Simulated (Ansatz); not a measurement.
**Cl2GeH2Se2: up Jacob's ladder to CCSD(T)**

The task here is to estimate one member of a computed series from the others.

Method: functionals in def2-TZVPP, the program's frozen cores in correlated methods; program: Ansatz 0.2.0, Gaussian basis.

Plan: LDA (SPW92), PBE-D4, revPBE-D4, BLYP-D4, r2SCAN-D4, B97M-V, PBE0-D4, B3LYP-D4, r2SCANh-D4, r2SCAN0-D4, HSE06-D4, BHLYP-D4, CAM-B3LYP-D4, LC-ωPBE, ωB97X-V, ωB97M-V, B2PLYP, PBE-QIDH; CCSD(T)/def2-SVP; MP2/def2-TZVPP; MP2/def2-QZVPP; RPA on PBE.

## The relaxed structure

An earlier PBE0-D4 in a triple-zeta def2 set relaxation fixed the geometry.

7 atoms, charge 0, spin multiplicity 1.

Atoms are counted from 1 here; the program's logs count them from 0.

Bond lengths: Cl1–Ge2 2.143 Å, Ge2–Cl3 2.143 Å, Ge2–Se4 2.334 Å, Ge2–Se5 2.334 Å, Se4–H6 1.470 Å, Se5–H7 1.470 Å. Angles: Cl1–Ge2–Cl3 107.6°, Cl1–Ge2–Se4 112.8°, Cl1–Ge2–Se5 104.1°, Cl3–Ge2–Se4 104.1°, Cl3–Ge2–Se5 112.8°, Se4–Ge2–Se5 115.5°, Ge2–Se4–H6 91.1°, Ge2–Se5–H7 91.1°.

Set-up of the first run:

The input, in.yaml:

```yaml
crystal:
  periodic: [false, false, false]
  atoms:
    - {symbol: Cl, position_ang: [-0.544415, -2.430381, -0.475106]}
    - {symbol: Ge, position_ang: [0.156658, -0.524489, 0.208248]}
    - {symbol: Cl, position_ang: [1.507543, -0.876556, 1.833694]}
    - {symbol: Se, position_ang: [-1.537255, 0.776734, 1.147891]}
    - {symbol: Se, position_ang: [1.211008, 0.396518, -1.658705]}
    - {symbol: H, position_ang: [-2.183664, 0.934659, -0.163022]}
    - {symbol: H, position_ang: [1.451426, 1.655516, -0.938700]}
basis:
  gaussian: {orbitals: def2-TZVPP}
hamiltonian: {xc: lda}
output: {orbitals: {seedname: orbitals}}
```

Launch:

```bash
> ansatz run in.yaml --threads 4 --pin off --events-out ev --progress --plain --max-ram 11315MiB
```

Among the steps run: LDA; PBE-D4 (GGA); revPBE-D4 (GGA); BLYP-D4 (GGA); r2SCAN-D4 (meta-GGA); B97M-V (meta-GGA); PBE0-D4 (hybrid); B3LYP-D4 (hybrid); r2SCANh-D4 (hybrid); r2SCAN0-D4 (hybrid); HSE06-D4 (hybrid); BHLYP-D4 (hybrid); CAM-B3LYP-D4 (range-separated); LC-ωPBE (range-separated); ωB97X-V (range-separated); ωB97M-V (range-separated); B2PLYP (double hybrid); PBE-QIDH (double hybrid).

One of the session's tables, all rows but one given; the rest of the session is left out.

It belongs to the step «Orbital energies across the functionals». 

```
  functional  HOMO (eV)  LUMO (eV)  gap (eV)
 LDA (SPW92)      -6.54      -3.22      3.32
      PBE-D4      -6.39      -2.94      3.45
   revPBE-D4      -6.33      -2.84      3.50
     BLYP-D4      -6.21      -2.87      3.34
   r2SCAN-D4      -6.70      -2.78      3.91
      B97M-V      -6.76      -2.62      4.13
     PBE0-D4      -7.56      -2.09      5.48
    B3LYP-D4      -7.31      -2.36      4.95
  r2SCANh-D4      -7.12      -2.47      4.65
  r2SCAN0-D4      -7.76      -2.01      5.75
    HSE06-D4      -7.17      -2.45      4.72
    BHLYP-D4          ?          ?         ?
CAM-B3LYP-D4      -8.83      -1.12      7.71
     LC-ωPBE     -10.21       0.04     10.24
     ωB97X-V      -9.85      -0.03      9.82
     ωB97M-V      -9.69      -0.18      9.51
```

Estimate the missing values for BHLYP-D4.

Worked estimate for «HOMO (eV)». Against the share of exact exchange, BLYP-D4 (0, -6.21), B3LYP-D4 (0.2, -7.31) give a slope of -5.50 per unit share; at 0.5 the line stands at -8.96.

**Answer.** HOMO (eV): -8.56; LUMO (eV): -1.15; gap (eV): 7.41. In «HOMO (eV)» the line misses by -0.40.
